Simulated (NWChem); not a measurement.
# CHClGaNO (SMILES O=C=[N][GaH][Cl]) at B3LYP-D3(BJ)/6-31G(d)/LANL2DZ (core potential, spherical functions)

We compute a structure relaxation of CHClGaNO. 

The results are computed with NWChem 7.3.0.

## (1) Starting point

CHClGaNO has 6 atoms, charge 0, and is taken as a singlet. SMILES: `O=C=[N][GaH][Cl]`. The shape is that of a PBE0-D4/def2-TZVP optimisation. This is one conformer, not always the lowest. The run starts from this shape.

Bond lengths: O1–C2 1.163 Å, C2–N3 1.203 Å, N3–Ga4 1.824 Å, Ga4–Cl5 2.132 Å, Ga4–H6 1.540 Å. Angles: O1–C2–N3 176.4°, C2–N3–Ga4 142.4°, N3–Ga4–Cl5 115.2°, N3–Ga4–H6 121.8°, Cl5–Ga4–H6 123.0°.

## (2) A structure relaxation at B3LYP-D3(BJ)/6-31G(d)/LANL2DZ (core potential, spherical functions)

The input, chclgano.nw:

```
start chclgano
memory total 2200 mb
charge 0

geometry
  O    -0.700200   -2.626600   -0.696700
  C    -0.691800   -1.486000   -0.467600
  N    -0.756800   -0.304700   -0.247900
  Ga    0.248500    1.124400    0.275700
  Cl    2.297400    0.694600    0.677800
  H    -0.354900    2.534400    0.412700
end

basis "ao basis" spherical bse
  O library 6-31G*
  C library 6-31G*
  N library 6-31G*
  Ga library LANL2DZ
  Cl library 6-31G*
  H library 6-31G*
end

ecp bse
  Ga library LANL2DZ
end

dft
  xc b3lyp
  mult 1
  disp vdw 4
  grid fine
  convergence energy 1e-07
  iterations 100
  mulliken
  print low
end

driver
  maxiter 60
end

freq
  temp 3 298.15 400 700
end

task dft optimize
task dft frequencies
```

On the command line:

```bash
nwchem chclgano.nw > chclgano.out
```

**Question.** What will come out? Wanted: total energy at the end; dispersion energy; lowest harmonic wavenumber; highest harmonic wavenumber; zero-point energy; ideal-gas entropy at 298.15 K.

**Answer.** As computed:

Level: B3LYP-D3(BJ)/6-31G*/LANL2DZ (core potential, spherical functions).

| quantity | value |
| --- | --- |
| total energy at the end | -631.02525 Eh |
| dispersion energy | -22.68 kJ/mol |
| lowest harmonic wavenumber | 51 cm⁻¹ |
| highest harmonic wavenumber | 2375 cm⁻¹ |
| zero-point energy | 56.1 kJ/mol |
| ideal-gas entropy at 298.15 K (symmetry number 1 as used) | 83.3 cal/(mol K) |

In words: At the final geometry: Bond lengths: O1–C2 1.176 Å, C2–N3 1.211 Å, N3–Ga4 1.793 Å, Ga4–Cl5 2.160 Å, Ga4–H6 1.551 Å. Angles: O1–C2–N3 176.9°, C2–N3–Ga4 153.1°, N3–Ga4–Cl5 116.7°, N3–Ga4–H6 122.5°, Cl5–Ga4–H6 120.8°. All 12 modes are real, so the shape is a minimum at this level. The optimisation took 10 steps and changed the energy by -0.035 eV. Mulliken charges run from -0.71 on N3 to +0.94 on Ga4; they depend strongly on the basis.
